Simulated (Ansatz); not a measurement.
# CdSiSb2: the cell at several levels of theory

An exercise on one series of results from a longer session: the logs are not shown, and one member is left open.

Code: Ansatz 0.2.0. PAW datasets, plane waves, zero pressure. No spin polarisation. The prototype was imposed, so other structures may be more stable.

### The structure to begin with

Space group P-4m2 (No. 115), tetragonal; conventional cell a = 4.314 Å, c = 6.102 Å, 28.39 Å³ an atom. Cd has 4 Sb at 2.64 Å; Sb has 2 Cd at 2.64 Å and 2 Si at 2.64 Å; Si has 4 Sb at 2.64 Å.

As a file:

```
Cd Sb Si
1.0
     4.31445    0.00000    0.00000
     0.00000    4.31445    0.00000
     0.00000    0.00000    6.10155
Cd Sb Si
1 2 1
Cartesian
  0.0000 0.0000 0.0000
  0.0000 2.1572 1.5254
  2.1572 0.0000 4.5762
  2.1572 2.1572 3.0508
```

Set-up of the first run:

File input.yaml:

```yaml
crystal:
  lattice:
    - [4.3144495833, 0.0, 0.0]
    - [0.0, 4.3144495833, 0.0]
    - [0.0, 0.0, 6.1015531148]
  atoms:
    - { symbol: Cd, position: [0.0, 0.0, 0.0] }
    - { symbol: Sb, position: [0.0, 0.5, 0.25] }
    - { symbol: Si, position: [0.5, 0.5, 0.5] }
    - { symbol: Sb, position: [0.5, 0.0, 0.75] }
kpoints:
  mp_grid: { grid: [6, 6, 4] }
hamiltonian:
  xc: pbe
scf:
  occupations: { method: fermi_dirac, width: 0.02 }
relax:
  f_tol: 0.005
  cell: {}
```

Among the steps run: Relaxing with PBE; r2SCAN: cell and atoms; Relaxing with PBEsol; Relaxing with LDA; HSE06: cell and atoms.

One of the session's tables, all rows but one given; the rest of the session is left out.

```
 level  a (Å)  c (Å)  volume (Å³/atom)
   PBE      ?      ?                 ?
r2SCAN  4.346  6.462            30.516
PBEsol  4.337  6.374            29.970
   LDA  4.304  6.291            29.133
 HSE06  4.360  6.428            30.554
```

Estimate the missing values for PBE.

As computed: a (Å): 4.400; c (Å): 6.499; volume (Å³/atom): 31.458. In the column «a (Å)» it is the highest.

What this shows: The first relaxation changed the volume by +10.8 % from the start. LDA gives the smallest cell and PBE the largest; they differ by 8.0 % in volume, a mean of 2.6 % in length. The meshes differ: PBE 6×6×4, r2SCAN 6×6×4, PBEsol 6×6×4, LDA 6×6×4, HSE06 4×4×4.

To keep in mind: Warnings in the runs' records: filled band counts differ across k points.
